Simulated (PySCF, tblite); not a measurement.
# C₅H₇BO: excited states

Wanted: excited states for C₅H₇BO (`CB(C)c1cc1=O`).

Programs: tblite 0.8.0 and PySCF 2.14.0, with routines of our own; each step states its level. All values are computed. Atoms count from 0.

## 1. The system as given

14 atoms, charge 0, multiplicity 1; geometry from: force field or distance geometry start.

## 2. Relaxing the molecule with GFN2-xTB

What the job is given:

```
{"job": {"kind": "relax", "xc": "GFN2-xTB", "basis": "xTB"}, "charge": 0, "multiplicity": 1}
C     -1.421800     1.179900     0.019300
B     -0.524000    -0.095000     0.003400
C     -0.981700    -1.549900    -0.368600
C      1.011300     0.152900     0.169100
C      2.200700    -0.203000     0.768700
C      2.153500     0.846600    -0.141900
O      2.834700     1.733900    -0.728500
H     -0.783400     2.023700    -0.337400
H     -2.324200     1.058900    -0.628300
H     -1.715300     1.377700     1.090100
H     -1.264600    -1.584500    -1.439800
H     -0.128900    -2.225000    -0.179600
H     -1.819600    -1.863500     0.304800
H      2.762700    -0.853200     1.446600
```

The run is started by

```console
$ OMP_NUM_THREADS=1 python excited_run.py task.json out
```

This one command runs all jobs of the session in turn.

What it wrote:

```text
step      E/eV     max force
  0    -529.18023    7.811
  1    -528.82553   15.653
  2    -529.58905    1.461
  3    -529.64061    0.988
  4    -529.69408    0.554
  5    -529.71126    0.469
  6    -529.72725    0.346
  7    -529.73766    0.282
  8    -529.74552    0.201
  9    -529.74928    0.142
 10    -529.75195    0.124
 11    -529.75455    0.151
 12    -529.75729    0.149
 13    -529.76021    0.174
 14    -529.76356    0.201
 15    -529.76753    0.172
 16    -529.77211    0.169
 17    -529.77726    0.187
 18    -529.78332    0.232
 19    -529.79042    0.245
 20    -529.79734    0.191
 21    -529.80287    0.202
 22    -529.80752    0.191
 23    -529.81248    0.225
 24    -529.81834    0.259
 25    -529.82457    0.206
 26    -529.83036    0.208
 27    -529.83582    0.195
 28    -529.84123    0.269
 29    -529.84565    0.312
 30    -529.85098    0.224
 31    -529.85543    0.236
 32    -529.86076    0.210
 33    -529.86525    0.213
 34    -529.87294    0.173
 35    -529.87849    0.162
 36    -529.87983    0.298
 37    -529.88100    0.431
 38    -529.88399    0.131
 39    -529.88545    0.092
 40    -529.88798    0.127
 41    -529.88942    0.104
 42    -529.89109    0.089
 43    -529.89301    0.099
 44    -529.89532    0.133
 45    -529.89711    0.116
 46    -529.89799    0.072
 47    -529.89843    0.056
 48    -529.89878    0.071
 49    -529.89906    0.065
 50    -529.89923    0.052
 51    -529.89936    0.032
 52    -529.89950    0.025
 53    -529.89967    0.027
 54    -529.89979    0.026
 55    -529.89984    0.018
 56    -529.89987    0.016
 57    -529.89989    0.014
 58    -529.89993    0.023
 59    -529.89997    0.025
 60    -529.90002    0.028
 61    -529.90006    0.034
 62    -529.90011    0.033
 63    -529.90019    0.028
 64    -529.90029    0.031
 65    -529.90037    0.021
 66    -529.90042    0.016
 67    -529.90047    0.018
 68    -529.90054    0.029
 69    -529.90063    0.035
 70    -529.90074    0.029
 71    -529.90080    0.020
 72    -529.90084    0.016
 73    -529.90086    0.012
 74    -529.90088    0.010
```

Wall time 0.3 s (1 thread of Arm Neoverse V2, shared host).

Along the way: (not every step is listed) (the energy doesn't fall at every step)

| step | energy from step 0 (eV) | largest force (eV/Å) |
| --- | --- | --- |
| 0 | 0.0000 | 7.8112 |
| 1 | 0.3547 | 15.6527 |
| 2 | -0.4088 | 1.4610 |
| 3 | -0.4604 | 0.9877 |
| 4 | -0.5138 | 0.5536 |
| 5 | -0.5310 | 0.4686 |
| 6 | -0.5470 | 0.3456 |
| 7 | -0.5574 | 0.2822 |
| 8 | -0.5653 | 0.2006 |
| 14 | -0.5833 | 0.2007 |
| 20 | -0.6171 | 0.1910 |
| 26 | -0.6501 | 0.2079 |
| 32 | -0.6805 | 0.2104 |
| 38 | -0.7038 | 0.1311 |
| 44 | -0.7151 | 0.1334 |
| 50 | -0.7190 | 0.0520 |
| 56 | -0.7196 | 0.0158 |
| 62 | -0.7199 | 0.0329 |
| 68 | -0.7203 | 0.0286 |
| 69 | -0.7204 | 0.0347 |
| 70 | -0.7205 | 0.0295 |
| 71 | -0.7206 | 0.0198 |
| 72 | -0.7206 | 0.0157 |
| 73 | -0.7206 | 0.0124 |
| 74 | -0.7206 | 0.0095 |

Distances of close pairs at the start and the end, largest changes first:

| bond | before (Å) | after (Å) | change (Å) |
| --- | --- | --- | --- |
| C3–C5 | 1.372 | 1.484 | +0.112 |
| C5–O6 | 1.263 | 1.192 | -0.072 |
| B1–C3 | 1.564 | 1.495 | -0.069 |
| C0–H9 | 1.128 | 1.090 | -0.038 |
| C2–H12 | 1.120 | 1.088 | -0.031 |
| C0–H8 | 1.117 | 1.086 | -0.031 |
| C4–H13 | 1.095 | 1.065 | -0.030 |
| C0–H7 | 1.117 | 1.088 | -0.029 |

The final coordinates are the input of the step that follows.

## 3. Harmonic vibrations with GFN2-xTB

What the job is given:

```
{"job": {"kind": "ir", "xc": "GFN2-xTB", "basis": "xTB"}, "charge": 0, "multiplicity": 1}
C     -1.430345     1.113222     0.221588
B     -0.425184    -0.091968     0.012957
C     -0.921837    -1.470398    -0.583722
C      1.027503     0.108102     0.302517
C      2.192463     0.119196     1.013228
C      2.313279     0.531737    -0.306194
O      2.867086     0.926740    -1.284434
H     -1.021575     2.049944    -0.151021
H     -2.392315     0.949915    -0.255885
H     -1.615982     1.264271     1.284505
H     -1.203734    -1.331596    -1.626920
H     -0.179890    -2.263964    -0.549247
H     -1.816723    -1.819041    -0.071894
H      2.606576    -0.086633     1.972356
```

What it wrote:

```text
mode    cm-1     km/mol
  1     -39.8      0.32
  2      71.3      2.58
  3      73.0      2.72
  4     107.3      6.65
  5     114.1      1.40
  6     253.6      0.42
  7     357.5      5.15
  8     427.9      1.67
  9     512.0     23.15
 10     549.2     17.03
 11     589.1     38.88
 12     702.0     26.60
 13     757.6      4.25
 14     795.8     33.43
 15     860.1      5.51
 16     869.2      0.86
 17     881.5    140.49
 18     900.6     19.10
 19    1053.2      8.25
 20    1113.6    115.45
 21    1146.2    199.23
 22    1374.1     24.78
 23    1381.4      4.72
 24    1481.4      1.48
 25    1483.2      2.10
 26    1485.9      2.83
 27    1490.6      3.18
 28    1643.2     57.77
 29    2073.6   1068.36
 30    3007.2      1.14
 31    3009.6     38.64
 32    3027.6     15.90
 33    3033.5     20.54
 34    3042.4     25.75
 35    3049.3     36.10
 36    3194.2      7.83
```

Run time: 0.27 s. Hardware: 1 thread of Arm Neoverse V2, shared host.

Which atoms move in the most intense modes:

| cm⁻¹ | km/mol | atoms |
| --- | --- | --- |
| 589 | 38.9 | C5 28 %, C2 22 %, C0 19 % |
| 882 | 140.5 | B1 20 %, H9 16 %, H10 15 % |
| 1114 | 115.5 | B1 68 %, C2 13 % |
| 1146 | 199.2 | B1 60 % |
| 1643 | 57.8 | C3 56 %, C4 27 % |
| 2074 | 1068.4 | C5 68 %, O6 21 % |
| 3010 | 38.6 | H10 42 %, H9 42 % |
| 3049 | 36.1 | H8 90 % |

## 4. Geometry optimisation at PBE0-D3(BJ)/def2-SVP

The job, as its differences from that of step 3:

```diff
@@ -1,2 +1,2 @@
-{"job": {"kind": "ir", "xc": "GFN2-xTB", "basis": "xTB"}, "charge": 0, "multiplicity": 1}
+{"job": {"xc": "PBE0", "basis": "def2-SVP", "d3": "d3bj", "grid": 1, "kind": "geom"}, "charge": 0, "multiplicity": 1}
 C     -1.430345     1.113222     0.221588
```

What it wrote:

```text
step   0  E = -294.19765361  max force = 0.023066
step   1  E = -294.20002067  max force = 0.002994
step   2  E = -294.20009613  max force = 0.001369
step   3  E = -294.20012016  max force = 0.001180
step   4  E = -294.20012876  max force = 0.000480
step   5  E = -294.20013615  max force = 0.000875
step   6  E = -294.20013893  max force = 0.001399
step   7  E = -294.20014510  max force = 0.001135
step   8  E = -294.20015309  max force = 0.000426
optimisation converged
```

Run time: 51 s. Hardware: 1 thread of Arm Neoverse V2, shared host; peak memory 0.62 GiB.

The steps of the relaxation:

| step | energy from step 0 (eV) | largest force component (eV/Å) |
| --- | --- | --- |
| 0 | 0.0000 | 1.1861 |
| 1 | -0.0644 | 0.1540 |
| 2 | -0.0665 | 0.0704 |
| 3 | -0.0671 | 0.0607 |
| 4 | -0.0674 | 0.0247 |
| 5 | -0.0676 | 0.0450 |
| 6 | -0.0676 | 0.0719 |
| 7 | -0.0678 | 0.0584 |
| 8 | -0.0680 | 0.0219 |

Distances of close pairs at the start and the end, largest changes first:

| bond | before (Å) | after (Å) | change (Å) |
| --- | --- | --- | --- |
| B1–C3 | 1.495 | 1.532 | +0.037 |
| C4–H13 | 1.065 | 1.092 | +0.028 |
| C2–H10 | 1.089 | 1.107 | +0.017 |
| C0–H9 | 1.090 | 1.107 | +0.017 |
| C2–H12 | 1.088 | 1.102 | +0.014 |
| C0–H8 | 1.086 | 1.100 | +0.013 |
| C0–H7 | 1.088 | 1.101 | +0.013 |
| B1–C2 | 1.582 | 1.569 | -0.013 |

The next job starts from the end point, and lists it.

| at the end point | value |
| --- | --- |
| point group (found at 0.08 Å tolerance) | C1 |
| rotational constants (GHz, main isotopes) | 4.484, 1.521, 1.454 |
| dipole moment (D) | 3.99 |

## 5. Excited states: TDA wB97X-D/def2-TZVP

What the job is given:

```
{"job": {"kind": "states", "xc": "wB97X-D", "basis": "def2-TZVP", "tda": true, "soc": true, "nstates": 6, "ntriplets": 5, "nquad": 4}, "charge": 0, "multiplicity": 1}
C     -1.216475     0.181589    -0.171359
B     -0.181651    -0.973591    -0.424115
C     -0.613902    -2.375079    -0.982905
C      1.302842    -0.682200    -0.181872
C      2.455567    -0.613835     0.530276
C      2.545893    -0.174648    -0.789602
O      3.090641     0.274925    -1.757896
H     -0.841097     1.169537    -0.479984
H     -2.197786     0.001373    -0.634034
H     -1.373242     0.248487     0.922003
H     -0.862164    -2.233031    -2.051940
H      0.143167    -3.168428    -0.918895
H     -1.548359    -2.715707    -0.507543
H      2.860775    -0.806501     1.526292
```

Level: TDA wB97X-D/def2-TZVP excited states, vertical, gas phase, spin-orbit mean-field couplings.

What it wrote:

```text
coarse grid: 11944 points
cycle   1  E = -294.6237403541  dE =  1.294e+00  |g| = 8.624e-01  |ddm| = 2.914e+00
cycle   2  E = -294.4182379797  dE =  2.055e-01  |g| = 1.409e+00  |ddm| = 2.379e+00
cycle   3  E = -294.7780709211  dE = -3.598e-01  |g| = 9.003e-02  |ddm| = 1.543e+00
cycle   4  E = -294.7798073538  dE = -1.736e-03  |g| = 4.274e-02  |ddm| = 1.107e-01
cycle   5  E = -294.7802468468  dE = -4.395e-04  |g| = 1.016e-02  |ddm| = 4.773e-02
cycle   6  E = -294.7802738302  dE = -2.698e-05  |g| = 4.257e-03  |ddm| = 1.489e-02
cycle   7  E = -294.7802801732  dE = -6.343e-06  |g| = 1.150e-03  |ddm| = 6.001e-03
final grid: 116064 points
cycle   8  E = -294.7621593465  dE = -2.118e-04  |g| = 5.497e-03  |ddm| = 1.240e-01
cycle   9  E = -294.7621644747  dE = -5.128e-06  |g| = 3.508e-03  |ddm| = 1.217e-02
cycle  10  E = -294.7621671216  dE = -2.647e-06  |g| = 8.222e-04  |ddm| = 2.847e-03
cycle  11  E = -294.7621673034  dE = -1.818e-07  |g| = 4.667e-04  |ddm| = 1.331e-03
cycle  12  E = -294.7621673582  dE = -5.486e-08  |g| = 7.412e-05  |ddm| = 5.432e-04
cycle  13  E = -294.7621673617  dE = -3.417e-09  |g| = 5.370e-05  |ddm| = 2.006e-04
cycle  14  E = -294.7621673625  dE = -8.215e-10  |g| = 1.613e-05  |ddm| = 8.148e-05
converged SCF energy = -294.7621673625

Singlet excitations
state   eV       nm        f     d(h-e)  d(exc)  Lambda  PR(NTO)  |dmu|/D   mu/D   main configurations
  1   4.3742   283.4   0.00070   1.127   2.594   0.465   1.006    2.554    1.779   H->L+1 0.85, H->L 0.13
  2   5.1962   238.6   0.08598   2.068   3.324   0.463   1.100    5.883    3.566   H->L 0.80, H->L+1 0.12
  3   5.6601   219.0   0.00016   0.364   2.232   0.456   1.010    0.928    3.639   H->L+3 0.88
  4   6.1683   201.0   0.00223   1.104   3.006   0.439   1.018    3.481    2.753   H-1->L 0.83, H-2->L 0.10
  5   6.8883   180.0   0.18274   0.924   2.725   0.623   1.446                     H-1->L+1 0.78, H-3->L 0.08
  6   7.0805   175.1   0.00940   1.625   3.626   0.256   1.068                     H->L+2 0.73, H->L+6 0.16

Triplet excitations (Tamm-Dancoff)
state   eV     d(h-e)  d(exc)  Lambda  PR(NTO)   main configurations
  1   3.9668   1.060   2.540   0.464   1.004   H->L+1 0.81, H->L 0.15
  2   4.5921   2.036   3.241   0.455   1.009   H->L 0.81, H->L+1 0.14
  3   4.9366   0.643   2.337   0.632   1.014   H-1->L+1 0.80, H-1->L 0.10
  4   5.2852   0.369   2.209   0.455   1.011   H->L+3 0.87, H->L+5 0.08
  5   5.8835   0.576   2.803   0.462   1.029   H-1->L 0.64, H-2->L 0.23
S1 - T1 = 0.4074 eV

Spin-orbit couplings |<S|Hso|T>| (cm-1)
             T1       T2       T3       T4       T5
S0       15.653   10.363    0.377   47.003    7.623
S1        0.252    1.869   23.789    1.087    0.339
S2        3.454    1.441    0.372   13.508   16.092
S3        1.445    9.857    0.165    0.308    0.098
S4        4.636   19.526    0.591    0.703    0.190
S5       26.472    6.206    0.339    2.552    1.689
S6        5.733    1.014    0.061    2.157    0.376
T1 sublevels (cm-1): 0.000 0.006 0.037   radiative rates (1/s): 0.0309 40.3 178
```

Wall time 65 s (1 thread of Arm Neoverse V2, shared host); peak memory 1 GiB.

From this job:

| quantity | value |
| --- | --- |
| S1 less T1 | 0.41 eV |

## 6. Excited states: TDDFT B3LYP/def2-SVPD

The job, as its differences from that of step 5:

```diff
@@ -1,2 +1,2 @@
-{"job": {"kind": "states", "xc": "wB97X-D", "basis": "def2-TZVP", "tda": true, "soc": true, "nstates": 6, "ntriplets": 5, "nquad": 4}, "charge": 0, "multiplicity": 1}
+{"job": {"kind": "states", "xc": "B3LYP", "basis": "def2-SVPD", "tpa": true, "nstates": 6, "nquad": 5, "ntriplets": 0}, "charge": 0, "multiplicity": 1}
 C     -1.216475     0.181589    -0.171359
```

Method: TDDFT B3LYP/def2-SVPD excited states, vertical, gas phase, two-photon moments by quadratic response.

What it wrote:

```text
coarse grid: 11944 points
cycle   1  E = -294.3383924809  dE =  9.688e-01  |g| = 8.572e-01  |ddm| = 6.289e+00
cycle   2  E = -293.6313062355  dE =  7.071e-01  |g| = 2.012e+00  |ddm| = 3.153e+00
cycle   3  E = -294.4797537162  dE = -8.484e-01  |g| = 2.857e-01  |ddm| = 2.299e+00
cycle   4  E = -294.4994807554  dE = -1.973e-02  |g| = 9.088e-02  |ddm| = 5.185e-01
cycle   5  E = -294.5011583470  dE = -1.678e-03  |g| = 4.073e-02  |ddm| = 1.702e-01
cycle   6  E = -294.5015704574  dE = -4.121e-04  |g| = 8.900e-03  |ddm| = 7.747e-02
cycle   7  E = -294.5015889934  dE = -1.854e-05  |g| = 3.156e-03  |ddm| = 1.613e-02
cycle   8  E = -294.5015917273  dE = -2.734e-06  |g| = 5.644e-04  |ddm| = 5.367e-03
final grid: 116064 points
cycle   9  E = -294.5627844013  dE = -3.285e-05  |g| = 6.343e-03  |ddm| = 1.288e-01
cycle  10  E = -294.5627733448  dE =  1.106e-05  |g| = 9.639e-03  |ddm| = 2.043e-02
cycle  11  E = -294.5627929359  dE = -1.959e-05  |g| = 2.439e-03  |ddm| = 1.151e-02
cycle  12  E = -294.5627941630  dE = -1.227e-06  |g| = 1.416e-04  |ddm| = 2.722e-03
cycle  13  E = -294.5627941658  dE = -2.811e-09  |g| = 9.835e-05  |ddm| = 4.222e-04
cycle  14  E = -294.5627941683  dE = -2.467e-09  |g| = 2.340e-05  |ddm| = 1.886e-04
cycle  15  E = -294.5627941684  dE = -1.046e-10  |g| = 1.153e-05  |ddm| = 5.074e-05
converged SCF energy = -294.5627941684

Singlet excitations
state   eV       nm        f     d(h-e)  d(exc)  Lambda  PR(NTO)  |dmu|/D   mu/D   delta(TPA)   sigma/GM   main configurations
  1   4.1139   301.4   0.00249   1.303   2.754   0.472   1.009    2.785    1.553       16.80      0.104   H->L+1 0.77, H->L 0.22
  2   4.5329   273.5   0.08253   2.301   3.521   0.479   1.090    5.790    3.308      500.48      3.767   H->L 0.75, H->L+1 0.22
  3   5.5285   224.3   0.00010   0.431   2.416   0.455   1.048    1.096    3.404        1.69      0.019   H->L+3 0.90
  4   5.6792   218.3   0.00197   1.697   3.276   0.458   1.057    4.848    3.174        2.14      0.025   H-1->L 0.90
  5   5.7922   214.1   0.00344   2.579   4.578   0.223   1.003    8.023    5.212        2.95      0.036   H->L+2 0.97
  6   6.4037   193.6   0.15823   1.070   2.887   0.635   1.216                                            H-1->L+1 0.87
```

It took 37 s on 1 thread of Arm Neoverse V2, shared host; peak memory 0.82 GiB.

## 7. Summary of results

```
                                  quantity                   value
 strongest single infrared mode (GFN2-xTB)  2074 cm⁻¹, 1068 km/mol
              zero-point energy (GFN2-xTB)           65.6 kcal/mol
                               point group                      C1
      rotational constants (main isotopes)    4.48, 1.52, 1.45 GHz
S1 less T1 (step 5, TDA wB97X-D/def2-TZVP)                 0.41 eV
```

In words: The lowest mode is imaginary (40i cm⁻¹), so the xTB geometry is not a minimum: the zero-point energy counts the real modes alone, and all values at this geometry belong to a saddle point. The strongest single mode, at 2074 cm⁻¹, moves mainly C5. GFN2-xTB is a fitted tight-binding method: band positions and strengths are rough. Its intensities can rank the bands wrongly. Over 8 steps the energy fell by 0.068 eV; of the close pairs, B1–C3 changed most, 1.495 to 1.532 Å (PBE0/def2-SVP). No frequency check was run at this level, so the end point may be a saddle. In step 5, the number of triplets below S1 is 1, and the largest singlet-triplet spin-orbit coupling is S0–T4, 47.00 cm⁻¹.
